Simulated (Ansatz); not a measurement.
# H2S2Te: the cost of one run

Program: Ansatz 0.2.0. Level of theory: RKS B3LYP-D4/def2-SVP. These are calculated values, not measurements.

### Step 1. The system as given

Bond lengths: S1–S2 2.046 Å, S2–Te3 2.401 Å, S1–H4 1.339 Å, Te3–H5 1.646 Å. Angles: S1–S2–Te3 107.9°, S2–S1–H4 98.2°, S2–Te3–H5 92.8°.

Structure file:

```xyz
5

S    -1.4460   -0.9368    0.1797
S    -0.5778    0.9147    0.1092
Te    1.7521    0.6203   -0.3921
H    -1.8755   -0.9951   -1.0867
H     2.1472    0.3969    1.1898
```

### Step 2. End point A

input.yaml

```yaml
crystal:
  periodic: [false, false, false]
  atoms:
    - { symbol: S, position_ang: [-1.44602, -0.93683, 0.17974] }
    - { symbol: S, position_ang: [-0.57785, 0.91468, 0.10917] }
    - { symbol: Te, position_ang: [1.75214, 0.62032, -0.39206] }
    - { symbol: H, position_ang: [-1.87547, -0.99511, -1.08669] }
    - { symbol: H, position_ang: [2.14719, 0.39694, 1.18984] }
basis:
  gaussian: { orbitals: def2-SVP }
hamiltonian:
  xc: b3lyp
  dispersion: d4
relax:
  f_tol: 0.015
  max_steps: 40
```

The run is started by

```bash
$ ansatz run input.yaml --threads 1 --pin off --max-ram 2048MiB --backend cpu --events-out ev --progress --plain --runs-dir out
```

Q: Estimate wall time and peak memory on 1 thread of Arm Neoverse V1, shared host.

About 17 s, with a peak of 0.15 GiB.
